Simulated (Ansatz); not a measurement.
# Nickel, bcc under PBEsol: from relaxation to bulk modulus

The plan for nickel in the bcc structure: relax it, solve it on a dense k-mesh, then scale the cell to 7 volumes from 88 to 112 % of the relaxed one and try a fit of the equation of state. Spin polarisation is left out, though the real metal is magnetic, so this state lies above the ground state. The k-meshes are 16×16×16 for the relaxation; 26×26×26 for the dense run; 18×18×18 for the volumes.

This is Ni in the bcc structure; at room conditions it is fcc.

Program: Ansatz 0.2.0. Level of theory: DFT PBEsol, plane waves (420 eV) with PAW, scalar-relativistic; PBE-made PAW files. These are calculated values, not measurements.

## 1. The system as given

Symmetry: Im-3m, No. 229, cubic system. The conventional cell has a = 2.797 Å, b = 2.797 Å, c = 2.797 Å, α = 90.00°, β = 90.00°, γ = 90.00°. Ni (site symmetry m-3m) has 8 Ni at 2.42 Å as nearest neighbours.

Structure file:

```
Ni
1.0
    -1.39845    1.39845    1.39845
     1.39845   -1.39845    1.39845
     1.39845    1.39845   -1.39845
Ni
1
Direct
  0.00000 0.00000 0.00000
```

## 2. Geometry optimisation

input.yaml

```yaml
crystal:
  lattice:
    - [-1.3984527048, 1.3984527048, 1.3984527048]
    - [1.3984527048, -1.3984527048, 1.3984527048]
    - [1.3984527048, 1.3984527048, -1.3984527048]
  atoms:
    - { symbol: Ni, position: [0.0, 0.0, 0.0] }
hamiltonian:
  xc: pbesol
  pseudopotentials:
    kind: paw
    azcp:
      Ni: "pseudopotentials/Ni.paw.azcp"
basis:
  ecutwfc: 420
  fft_grid_basis: typed
kpoints:
  mp_grid: { grid: [16, 16, 16], shift: [0, 0, 0] }
magnetization:
  spin_polarized: false
scf:
  occupations: { method: fermi_dirac, width: 0.1 }
relax:
  max_steps: 60
  f_tol: 0.01
  cell: {}
```

Further steps of the session: The energy on a finer k-mesh; The cell scaled to 88 % of its volume; The cell scaled to 92 % of its volume; The cell scaled to 96 % of its volume; The cell scaled to 100 % of its volume; The cell scaled to 104 % of its volume; The cell scaled to 108 % of its volume; The cell scaled to 112 % of its volume.

Before running it: what results should come out? Wanted: space group; conventional cell; volume; shortest distance; gap on the mesh; relative to fcc, ferromagnetic; V₀, B₀, B₀′.

**Answer**, as computed:

| quantity | value |
| --- | --- |
| space group (spins left aside) | Im-3m (No. 229) |
| conventional cell | a = 2.751 Å |
| volume | 10.414 Å³/atom |
| shortest distance | 2.383 Å |
| gap on the mesh | none (levels filled in part) |
| relative to fcc, ferromagnetic | +116 meV/atom |
| V₀, B₀, B₀′ | 10.375 Å³/atom, 231 GPa, 4.8 |

What this shows: The relaxation shrank the cell by 4.8 % in volume. Against the reference form of nickel (fcc, ferromagnetic, computed apart with the same settings) it stands 116 meV/atom higher; part of this is magnetic energy, as this run has no moments. Levels at the Fermi energy are filled in part, as in a metal. B₀ comes out at 231 GPa. The symmetry was held, so the structure may be unstable against distortions that break it.
